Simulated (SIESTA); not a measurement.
Ta4O under changes of volume

One of the cells (16.039 Å³/atom); the others are scaled copies at fixed shape and fractional positions:

```xyz
5
Lattice="3.2791 0.0000 0.0000 0.0000 3.2791 0.0000 0.0000 0.0000 7.4584" Properties=species:S:1:pos:R:3 pbc="T T T"
Ta    0.0000    0.0000    0.0000
Ta    1.6395    1.6395    1.6173
Ta    1.6395    1.6395    5.8411
Ta    0.0000    0.0000    3.7292
O     1.6395    1.6395    3.7292
```

The cell comes from a database or a generator and needn't be the stable form of this composition.

| Quantity | Value |
| --- | --- |
| Program | SIESTA 5.4.2 |
| Functional | PBEsol |
| Potentials or basis | PseudoDojo 0.4 standard (PBEsol files) |
| Basis | DZP (energy shift 0.003 Ry; two zetas on semicore shells) |
| Grid cutoff | 800 Ry |
| Energy shift | 0.003 Ry |
| k mesh | 8 × 8 × 4 |
| Occupations | fermi-dirac, width 0.05 eV |
| Spin | no spin polarisation |

```tsv
volume (Å³/atom)	energy over the lowest point (meV/atom)	pressure (GPa)	largest force (eV/Å)
14.781	12.96	8.9	0.391
15.096	1.27	3.2	0.327
15.410	0.00	-1.7	0.262
16.039	24.34	-10.3	0.188
16.354	?	?	?
16.668	78.83	-17.1	0.129
```

Q: What does the run at 16.354 Å³/atom give?

A: Energy over the lowest point 48.28 meV/atom; pressure -13.9 GPa; largest force 0.149 eV/Å.

Worked out: A Birch-Murnaghan fit of order 3 (a polynomial in V^(-2/3)) to the other rows has its minimum at 15.29 Å³/atom with B0 = V·E''(V) = 240 GPa and B' = 4.2 at fixed shape and positions, which overstates the stiffness. It gives 48.26 meV/atom at 16.354 Å³/atom, against the run's 48.28, and -dE/dV = -13.9 GPa, against -13.9.

Energies are extrapolated to zero smearing.

Caveats: short orbitals over semicore shells can move pressures by several GPa; the basis of atomic orbitals isn't converged, which shifts pressures, moduli and gaps.
